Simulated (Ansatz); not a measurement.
**Be2H2 (singlet): the correlation ladder at a displaced geometry (v1), cc-pVTZ**

One table from this session's results is given with a row withheld; the runs are named, their logs left out.

Method: cc-pVTZ, core rule «outside noble gas», up to 2 orbitals frozen; program: Ansatz 0.2.0, Gaussian basis.

The runs, in order: UHF; CCSD(T) on RHF; BCCD(T) on RHF; CCSDT(Q) on RHF.

16 further runs of the same task are left out: 3 for a known fault of the program, 3 that didn't finish, 10 set aside as unsound or not needed. Runs told in other sessions of the task aren't counted.

## What is computed

The geometry is a PBE0/def2-TZVP stationary point (not a proven minimum) with its atoms shifted at random (size 0.040 Å).

4 atoms, charge 0, spin multiplicity 1.

Atoms are counted from 1 here; the program's logs count them from 0.

Bond lengths: Be1–H3 1.295 Å, Be2–H4 1.361 Å.

The first run:

The input, in.yaml:

```yaml
crystal:
  periodic: [false, false, false]
  atoms:
    - {symbol: Be, position_ang: [0.002337, -0.001845, 1.074951]}
    - {symbol: Be, position_ang: [0.001504, -0.017987, -1.041662]}
    - {symbol: H, position_ang: [0.049468, 0.041323, 2.368703]}
    - {symbol: H, position_ang: [-0.053309, -0.021491, -2.401991]}
basis:
  gaussian: {orbitals: cc-pVTZ}
magnetization: {spin_polarized: true, initial_magnetization: 0}
hamiltonian: {xc: hf}
output: {orbitals: {seedname: orbitals}}
```

Started as:

```sh
ansatz run in.yaml --threads 1 --pin off --events-out ev --progress --plain --max-ram 2393MiB
```

Among the steps run: UHF; CCSD(T) on RHF; BCCD(T) on RHF; CCSDT(Q) on RHF.

One table of the session follows, with a row left open; its other results are not shown here.

| method | from RCCSDT(Q) (meV) |
| --- | --- |
| RHF | +3318.6 |
| RMP2 | ? |
| RCCSD | +64.8 |
| RCCSD(T) | +14.6 |
| BCCD(T) | +14.4 |
| RCCSDT | +1.6 |
| RCCSDT(Q) | 0 |

Estimate the missing values for RMP2.

The run gave: from RCCSDT(Q) (meV): +764.9. In the column «from RCCSDT(Q) (meV)» it lies between RCCSD (+64.8) and RHF (+3318.6).
